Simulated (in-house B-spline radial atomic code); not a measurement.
**Cs²⁴⁺: Hartree-Fock with and without relativity**

Aim: what relativity does to the energy, levels and radii of Cs²⁴⁺.

Method: Hartree-Fock averaged over the configuration, non-relativistic (point nucleus) and Dirac-Coulomb (finite nucleus); spherical all-electron atom at the radial basis limit. Code: in-house B-spline radial atomic code version 1.

## (1) The atom as given

* element: caesium (Z = 55)
* charge: +24
* electrons: 31
* configuration: [Ar] 3d10 4s2 4p1
* nucleus: point (non-relativistic run); Fermi, rms radius 4.804 fm (Dirac runs)

The outer shells:

[Ar] 3d10 4s2 4p1
```
[Ar] core
3d [↑↓][↑↓][↑↓][↑↓][↑↓]
4s [↑↓]
4p [↑ ][  ][  ]
```

The boxes draw the filling by Hund's rule, which heavy ions in jj coupling don't follow; these runs average over all states of the configuration.

## (2) Non-relativistic run

The run's settings:

```ini
Z = 55
electrons = 31.0
configuration = [Ar] 3d10 4s2 4p1
hamiltonian = nr
method = hf
spin_polarised = False
```

## (3) Dirac-Coulomb run

The run's settings:

```ini
Z = 55
electrons = 31.0
configuration = [Ar] 3d10 4s2 4p1
hamiltonian = dirac
method = hf
spin_polarised = False
nucleus = fermi
rms_radius = 4.8041
mass_number = 133
atomic_mass = 132.905451958
speed_of_light = 137.035999084
```

## (4) Dirac-Coulomb run in the lowest jj configuration, 1s2 2s2 2p6 3s2 3p6 3d10 4s2 4p-1

In configurations, a minus sign after the shell means j = l − 1/2 and a plus sign j = l + 1/2; the count of electrons follows.

The settings differ from step 3 so:

```diff
@@ -2,3 +2,3 @@
 electrons = 31.0
-configuration = [Ar] 3d10 4s2 4p1
+configuration = 1s2 2s2 2p6 3s2 3p6 3d10 4s2 4p-1
 hamiltonian = dirac
```

Before running: How much does each shell's level and mean radius change with the Dirac Hamiltonian, and the total energy?

**Answer**, as computed:

Levels and radii; the Dirac values are averaged over j with the occupations as weights.

| shell | ε non-rel. (eV) | ε Dirac (eV) | <r> non-rel. (bohr) | <r> Dirac (bohr) | change of <r> (%) |
| --- | --- | --- | --- | --- | --- |
| 1s | -35386.2 | -36948.8 | 0.02762 | 0.02610 | -5.50 |
| 2s | -6126.98 | -6521.62 | 0.1183 | 0.1114 | -5.87 |
| 2p | -5807.94 | -5930.42 | 0.1008 | 0.09784 | -2.98 |
| 3s | -1854.27 | -1946.11 | 0.3069 | 0.2933 | -4.44 |
| 3p | -1716.33 | -1748.71 | 0.2974 | 0.2909 | -2.20 |
| 3d | -1468.19 | -1461.64 | 0.2673 | 0.2667 | -0.23 |
| 4s | -814.86 | -842.27 | 0.6418 | 0.6205 | -3.33 |
| 4p | -767.99 | -778.39 | 0.6466 | 0.6365 | -1.57 |

What this shows: The total energy moves by -231.53 hartree, or -3.2 %, between the two Hamiltonians (nuclear size included). The first-order mass-velocity and Darwin terms of the non-relativistic run add up to -209.87 hartree, 91 % of it. Averaged over j, the 2s shell contracts most (-5.87 %). Spin-orbit coupling splits the 4p level by 19.558 eV and the 2p level by 354.74 eV. The lowest jj configuration lies 13.041 eV below the average over the whole configuration. Breit terms add 5.96 hartree and QED terms 4.05 hartree.
